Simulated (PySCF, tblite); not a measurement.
# C₆H₁₂BFSi: geometry, infrared bands and NMR shifts

What infrared bands and NMR shifts should C₆H₁₂BFSi (`B[Si@@]1(C2CCC2)C[C@H]1F`) show?

Computed with tblite 0.8.0 and PySCF 2.14.0, with density-fitted response routines of our own, on a single molecule in the gas phase. Atoms are numbered from 0 throughout.

**1. Starting geometry**

21 atoms, charge 0, multiplicity 1; geometry from: force field or distance geometry start.

Bonds of the start (Å): B0–Si1 1.94, Si1–C2 1.90, C2–C3 1.51, C3–C4 1.51, C4–C5 1.53, Si1–C6 1.89, C6–C7 1.48, C7–F8 1.39, C7–Si1 1.88, C5–C2 1.52, B0–H9 1.17, B0–H10 1.19, C2–H11 1.11, C3–H12 1.13, C3–H13 1.12, C4–H14 1.11, C4–H15 1.11, C5–H16 1.12, C5–H17 1.11, C6–H18 1.10, C6–H19 1.11, C7–H20 1.11.

**2. Geometry optimisation with GFN2-xTB**

The job: settings as JSON, then the geometry in Å.

```
{"job": {"kind": "relax", "xc": "GFN2-xTB", "basis": "xTB"}, "charge": 0, "multiplicity": 1}
B     -1.319200    -1.646600    -1.184900
Si    -1.064200    -0.181300     0.059200
C      0.702600     0.300200     0.562500
C      1.583600    -0.871800     0.918000
C      2.485100    -0.568800    -0.252200
C      1.594100     0.612900    -0.632100
C     -1.901200     1.353400    -0.660200
C     -2.492000     0.911000     0.624200
F     -3.725900     0.295500     0.468200
H     -0.400200    -2.230500    -1.607800
H     -2.423000    -1.935000    -1.528800
H      0.713600     1.102400     1.331100
H      2.097200    -0.729300     1.909300
H      1.100600    -1.875300     0.831200
H      2.466500    -1.360700    -1.027500
H      3.504900    -0.253500     0.061900
H      2.125400     1.590400    -0.513300
H      1.117600     0.477900    -1.624400
H     -2.535500     1.165600    -1.543300
H     -1.304200     2.287000    -0.567800
H     -2.334700     1.573300     1.500600
```

Launch:

```
> OMP_NUM_THREADS=1 python probes_run.py task.json out
```

One launch serves the whole session: the jobs run in the order shown.

**Question.** This job is followed by: GFN2-xTB harmonic vibrations, gas phase; GIAO PBE0/pcSseg-1 NMR shielding, non-relativistic, gas phase. Predict these results of the whole session: strongest single infrared mode (GFN2-xTB); zero-point energy (GFN2-xTB); 13C shifts against TMS (PBE0/pcSseg-1); 1H shifts against TMS (PBE0/pcSseg-1, means over atoms taken as alike); 11B shifts against BF3·OEt2 (PBE0/pcSseg-1); 29Si shifts against TMS (PBE0/pcSseg-1); 19F shifts against CFCl3 (PBE0/pcSseg-1); surface potential, 1st and 99th percentile.

**Answer**, as computed:

```
                                                              quantity                                                                  value
                             strongest single infrared mode (GFN2-xTB)                                                   922 cm⁻¹, 189 km/mol
                                          zero-point energy (GFN2-xTB)                                                         104.2 kcal/mol
                                13C shifts against TMS (PBE0/pcSseg-1)                                100.4, 27.7, 26.5, 26.4, 21.4, 21.3 ppm
1H shifts against TMS (PBE0/pcSseg-1, means over atoms taken as alike)  10.45, 5.96, 2.63, 2.61, 2.50, 2.25, 2.12, 2.08, 1.78, 1.60, 1.13 ppm
                           11B shifts against BF3·OEt2 (PBE0/pcSseg-1)                                                              109.2 ppm
                               29Si shifts against TMS (PBE0/pcSseg-1)                                                             -103.9 ppm
                              19F shifts against CFCl3 (PBE0/pcSseg-1)                                                             -207.8 ppm
                                 surface potential, 1st and 99th percentile                                                     -1.08 V and 1.00 V
```

**Reading.** The optimisation took 97 steps and gained 0.602 eV; among the close pairs (by a distance rule), Si1–C7 changed most, from 1.884 to 1.943 Å. No mode is imaginary among the 57: a minimum at this level. The strongest single mode, at 922 cm⁻¹, is carried by H20, C7, F8, C6. Unscaled tight-binding wavenumbers are off by several per cent, some by more. Its intensities can rank the bands wrongly. The most deshielded carbon is C7 (three-membered-ring carbon bearing a halogen), at 100.4 ppm: pulled downfield by the heteroatom. At PBE0/pcSseg-1: The widest tensor belongs to Si1: span 436 ppm, with a paramagnetic part of -431 ppm. At PBE0/pcSseg-1, counted by nearest atom on the grid, the HOMO lies on Si1 29 %; C7 23 %, the LUMO on B0 47 %; H9, H10 about 11 % each.
